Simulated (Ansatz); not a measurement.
# FH3InNO: the cost of one run

Program: Ansatz 0.2.0. Level of theory: RKS PBE0-D4/def2-SVP. These are calculated values, not measurements.

### Step 1. The starting structure

Bond lengths: N1–In2 2.048 Å, In2–O3 1.937 Å, In2–F4 1.968 Å, N1–H5 1.016 Å, N1–H6 1.017 Å, O3–H7 0.960 Å. Angles: N1–In2–O3 129.4°, N1–In2–F4 121.3°, O3–In2–F4 109.2°, In2–N1–H5 108.8°, In2–N1–H6 107.9°, H5–N1–H6 107.6°, In2–O3–H7 110.1°.

Coordinates:

```xyz
7

N    -0.1823   -0.6549   -1.5724
In   -0.1280    0.0237    0.3589
O     0.2339    1.8059    1.0256
F    -0.6036   -1.1474    1.8667
H    -0.0035   -1.6554   -1.5732
H     0.5745   -0.2060   -2.0822
H     0.1090    1.8341    1.9766
```

### Step 2. Relaxing the start

File input.yaml:

```yaml
crystal:
  periodic: [false, false, false]
  atoms:
    - { symbol: "N", position_ang: [-0.18231, -0.65491, -1.57238] }
    - { symbol: In, position_ang: [-0.12796, 0.0237, 0.3589] }
    - { symbol: O, position_ang: [0.23391, 1.80592, 1.02562] }
    - { symbol: F, position_ang: [-0.60363, -1.14741, 1.86673] }
    - { symbol: H, position_ang: [-0.00348, -1.65544, -1.57321] }
    - { symbol: H, position_ang: [0.57451, -0.20599, -2.08222] }
    - { symbol: H, position_ang: [0.10895, 1.83414, 1.97656] }
basis:
  gaussian: { orbitals: def2-SVP }
hamiltonian:
  xc: pbe0
  dispersion: d4
relax:
  f_tol: 0.02
  max_steps: 40
scf:
  lower_state_search: "off"
```

On the command line:

```
$ ansatz run input.yaml --threads 1 --pin off --max-ram 2048MiB --backend cpu --events-out ev --progress --plain --runs-dir out
```

What time and memory should one allow on 1 thread of Intel Xeon Platinum 8259CL at 2.50GHz (Skylake/Cascade Lake), shared host?

About 31 s, with a peak of 0.17 GiB.
